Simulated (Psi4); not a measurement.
**M06-2X/6-311+G(d,p) run of AlHOF2 (SMILES [OH][Al]([F])[F])**

Aim: the vertical electron affinity of AlHOF2 at M06-2X/6-311+G**, from 2 runs. 

The calculation is run with Psi4 1.11.

1 further run of the same task is left out (set aside as unsound or not needed).

## (1) Starting point

AlHOF2 has 5 atoms, charge 0, and is taken as a singlet. As SMILES, `[OH][Al]([F])[F]`. The shape is that of a PBE0-D4/def2-TZVP optimisation.

Bond lengths: O1–Al2 1.674 Å, Al2–F3 1.633 Å, Al2–F4 1.638 Å, O1–H5 0.955 Å. Angles: O1–Al2–F3 119.1°, O1–Al2–F4 122.4°, F3–Al2–F4 118.6°, Al2–O1–H5 123.7°.

## (2) A single-point energy at M06-2X/6-311+G(d,p)

File alf2ho.xyz:

```xyz
5
AlF2HO
O      0.004500     1.227000     0.002400
Al     0.185700    -0.435200     0.092100
F      1.487400    -1.050600     0.862600
F     -0.897900    -1.471800    -0.566700
H     -0.729900     1.657100    -0.431800
```

File alf2ho.py:

```python
import psi4

psi4.set_memory('1600 MB')
psi4.set_num_threads(1)
psi4.core.set_output_file('psi4.out', False)

with open('alf2ho.xyz') as f:
    atoms = ''.join(f.readlines()[2:])
m = psi4.geometry('0 1\n' + atoms + 'symmetry c1')

psi4.set_options({
    'basis': '6-311+G**',
    'puream': True,
    'e_convergence': 1e-09,
    'd_convergence': 1e-08,
    'scf_type': 'pk',
    'dft_radial_points': 99,
    'dft_spherical_points': 590,
})

e_tot, wfn = psi4.energy('m06-2x', molecule=m, return_wfn=True)
psi4.oeprop(wfn, 'MAYER_INDICES', 'DIPOLE', 'WIBERG_LOWDIN_INDICES')
print('E =', round(e_tot, 9))
```

Started as:

```sh
$ python alf2ho.py
```

psi4.out:

```text
[...]
  Running in c1 symmetry.
[...]
  Nuclear repulsion =  160.477498767309982
[...]
  Multiplicity = 1
[...]
  Nalpha       = 20
  Nbeta        = 20
[...]
    Number of basis functions: 102
[...]
   @RKS iter   1:  -517.85546788503586   -8.60410e-01   8.86305e-03 DIIS/ADIIS
[...]
   @RKS iter  11:  -518.12883062491369   -5.79803e-12   4.89573e-09 DIIS
[...]
    Orbital Energies [Eh]
    ---------------------
    Doubly Occupied:
       1A    -56.895325     2A    -25.225090     3A    -25.221810
       4A    -19.639048     5A     -4.429336     6A     -2.936312
       7A     -2.934014     8A     -2.932788     9A     -1.314860
      10A     -1.305858    11A     -1.128001    12A     -0.622476
      13A     -0.578279    14A     -0.553180    15A     -0.531599
      16A     -0.530671    17A     -0.516283    18A     -0.509358
      19A     -0.451442    20A     -0.435868
[...]
  @RKS Final Energy:  -518.12883062491369
   => Energetics <=
    Nuclear Repulsion Energy =            160.4774987673099815
    One-Electron Energy =               -1040.6928580149947265
    Two-Electron Energy =                 385.3424072106722065
    DFT Exchange-Correlation Energy =     -23.2558785879010976
    Empirical Dispersion Energy =           0.0000000000000000
    VV10 Nonlocal Energy =                  0.0000000000000000
    Total Energy =                       -518.1288306249136895
[...]
 Multipole Moments:
 ------------------------------------------------------------------------------------
     Multipole            Electronic (a.u.)      Nuclear  (a.u.)        Total (a.u.)
 ------------------------------------------------------------------------------------
 L = 1.  Multiply by 2.5417464519 to convert [e a0] to [Debye]
 Dipole X            :          0.4865284           -1.0575995           -0.5710711
 Dipole Y            :         -2.9308493            3.4664567            0.5356074
 Dipole Z            :          0.2581146           -0.5933049           -0.3351903
 Magnitude           :                                                    0.8516748
[...]
```

Standard output:

```text
E = -518.128830625
```

Wall time 16 s (1 thread of AMD EPYC 9R45 (Zen 5), shared host); peak memory 0.72 GiB.

## (3) The doublet anion, same level

File alf2ho.in:

```
memory 1600 mb

molecule m {
  -1 2
  O      0.004500     1.227000     0.002400
  Al     0.185700    -0.435200     0.092100
  F      1.487400    -1.050600     0.862600
  F     -0.897900    -1.471800    -0.566700
  H     -0.729900     1.657100    -0.431800
  units angstrom
  symmetry c1
}

set globals {
  basis 6-311+G**
  reference uks
  puream true
  e_convergence 1e-09
  d_convergence 1e-08
  scf_type pk
  dft_radial_points 99
  dft_spherical_points 590
  maxiter 200
}

energy_value, wavefunction = energy('m06-2x', return_wfn=True)
oeprop(wavefunction, 'MULLIKEN_CHARGES', 'QUADRUPOLE', 'LOWDIN_CHARGES')
print_variables()
```

Started as:

```sh
$ psi4 -i alf2ho.in -o alf2ho.out -n 1
```

alf2ho.out, shortened:

```text
[...]
  Running in c1 symmetry.
[...]
  Nuclear repulsion =  160.477498767309982
[...]
  Multiplicity = 2
[...]
  Nalpha       = 21
  Nbeta        = 20
[...]
    Number of basis functions: 102
[...]
   @UKS iter   1:  -517.76711808919720   -7.72060e-01   9.64648e-03 DIIS/ADIIS
[...]
   @UKS iter  16:  -518.12475117268332   -1.10276e-11   5.98953e-09 DIIS
[...]
   @S^2 Observed:                7.522248925E-01
[...]
  @UKS Final Energy:  -518.12475117268332
   => Energetics <=
    Nuclear Repulsion Energy =            160.4774987673099815
    One-Electron Energy =               -1048.7024682537962690
    Two-Electron Energy =                 393.4385585469080979
    DFT Exchange-Correlation Energy =     -23.3383402331051109
    Empirical Dispersion Energy =           0.0000000000000000
    VV10 Nonlocal Energy =                  0.0000000000000000
    Total Energy =                       -518.1247511726833181
[...]
 Multipole Moments:
 ------------------------------------------------------------------------------------
     Multipole            Electronic (a.u.)      Nuclear  (a.u.)        Total (a.u.)
 ------------------------------------------------------------------------------------
 L = 1.  Multiply by 2.5417464519 to convert [e a0] to [Debye]
 Dipole X            :          1.2021472           -1.0575995            0.1445477
 Dipole Y            :         -3.6489813            3.4664567           -0.1825246
 Dipole Z            :          0.6772936           -0.5933049            0.0839887
 Magnitude           :                                                    0.2475143
 L = 2.  Multiply by 1.3450342976 to convert [e a0^2] to [Debye ang]
 Quadrupole XX       :       -127.6717558           96.1412137          -31.5305421
 Quadrupole XY       :          3.7233437           -5.1634357           -1.4400920
[...]
  Mulliken Charges: (a.u.)
   Center  Symbol    Alpha    Beta     Spin     Total
       1     O     4.02547  4.27730 -0.25183 -0.30277
       2    AL     7.46385  6.02373  1.44013 -0.48758
       3     F     4.53184  4.67625 -0.14441 -0.20808
       4     F     4.59928  4.65285 -0.05357 -0.25213
       5     H     0.37956  0.36987  0.00969  0.25056
   Total alpha = 21.00000, Total beta = 20.00000, Total charge = -1.00000
  Lowdin Charges: (a.u.)
   Center  Symbol    Alpha    Beta     Spin     Total
       1     O     4.25754  4.18343  0.07412 -0.44097
[...]
```

Run time: 36 s. Hardware: 1 thread of AMD EPYC 9R45 (Zen 5), shared host; peak memory 0.73 GiB.

## (4) Outcome

Level: M06-2X/6-311+G**.

```
                                         quantity          value
                     singlet AlHOF2: total energy  -518.12883 Eh
                    singlet AlHOF2: dipole moment         2.16 D
                      singlet AlHOF2: HOMO energy      -11.86 eV
                      singlet AlHOF2: LUMO energy       -1.04 eV
                    singlet AlHOF2: HOMO–LUMO gap       10.82 eV
                      doublet anion: total energy  -518.12475 Eh
doublet anion: HOMO energy (highest over α and β)        0.92 eV
 doublet anion: LUMO energy (lowest over α and β)        1.98 eV
                              doublet anion: ⟨S²⟩          0.752
vertical electron affinity (to the doublet anion)      -0.111 eV
```

**Reading.** The anion lies 0.11 eV (10.7 kJ/mol) above the neutral: the electron isn't bound at this level, and such a value depends on the basis. The HOMO (doublet anion) lies at positive energy, 0.92 eV; only total energies tell whether the electron is bound.
